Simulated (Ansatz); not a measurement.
Run this with Ansatz's Python interface and show what comes out.

`cs3pt_drho.py`
```python
import ansatz
import numpy as np

VECTORS = np.array([
    [5.777653, 0.0, 0.0],
    [0.0, 5.777653, 0.0],
    [0.0, 0.0, 5.777653],
])
SITES = [
    ("Cs", (0.0, 0.0, 0.5)),
    ("Cs", (0.0, 0.5, 0.0)),
    ("Cs", (0.5, 0.0, 0.0)),
    ("Pt", (0.5, 0.5, 0.5)),
]


def make_crystal(cell):
    crystal = ansatz.Crystal(lattice=ansatz.Lattice.of(cell))
    for symbol, position in SITES:
        crystal = crystal.atom(symbol, position)
    return crystal

def solve(crystal):
    return (
        crystal.calculation()
        .functional("pbesol", dispersion="d4")
        .occupations("Fermi-Dirac")
        .basis(460, grid_basis="typed")
        .kpoints(4, 4, 4)
        .density()
        .run(threads=1)
    )


whole = solve(make_crystal(VECTORS))
difference = whole.density().channels[0].density_e_per_ang3.copy()
binding = whole.report["free_energy_ev"]
for element in ["Cs", "Pt"]:
    part = ansatz.Crystal(lattice=ansatz.Lattice.of(VECTORS))
    for symbol, position in SITES:
        if symbol == element:
            part = part.atom(symbol, position)
    alone = solve(part)
    difference -= alone.density().channels[0].density_e_per_ang3
    binding -= alone.report["free_energy_ev"]
    print(f"{element} sublattice: {alone.report['n_electrons']:g} electrons, {alone.report['n_iterations']} iterations")

voxel = abs(np.linalg.det(VECTORS)) / difference.size
print(f"energy of the crystal less its unpolarised sublattices: {binding / len(SITES):.4f} eV/atom")
print(f"net charge of the difference {difference.sum() * voxel:.5f} e, charge moved {0.5 * np.abs(difference).sum() * voxel:.3f} e")
print(f"extremes {difference.min():.4f} and {difference.max():.4f} e/A^3")
for (symbol, position) in SITES:
    index = tuple(int(round(p * n)) % n for p, n in zip(position, difference.shape))
    print(f"  change of the pseudo-density at the grid point nearest {symbol}: {difference[index]:+.4f} e/A^3")
```

```console
$ python cs3pt_drho.py
Cs sublattice: 27 electrons, 7 iterations
Pt sublattice: 18 electrons, 6 iterations
energy of the crystal less its unpolarised sublattices: -1.6686 eV/atom
net charge of the difference -0.00000 e, charge moved 0.592 e
extremes -0.0857 and 0.1450 e/A^3
  change of the pseudo-density at the grid point nearest Cs: -0.0042 e/A^3
  change of the pseudo-density at the grid point nearest Cs: -0.0042 e/A^3
  change of the pseudo-density at the grid point nearest Cs: -0.0042 e/A^3
  change of the pseudo-density at the grid point nearest Pt: +0.1450 e/A^3
```

Dispersion corrections can be off by several per cent in the lattices of metals, and by several GPa in the pressure at a fixed cell. The mesh is modest for a metal, so energies can be off by several to tens of meV an atom and pressures by half a GPa or more; differences at equal mesh fare better. Spin-orbit coupling, which matters for elements this heavy, is left out. Grid values close to the nuclei reflect the PAW or pseudopotential construction, not the all-electron fields. This cell is a computed structure, which may not be the phase found in nature. Charge moved counts every rearrangement, bonding and polarisation too, and is no transfer between atoms; the bare sublattices are artificial references. Values near the nuclei depend on the potentials. It ran for 7.8 s on 1 thread of Arm Neoverse V1 (shared host), peak memory 0.48 GiB.

(Lines on the test bed's own set-up are left out of the output.)
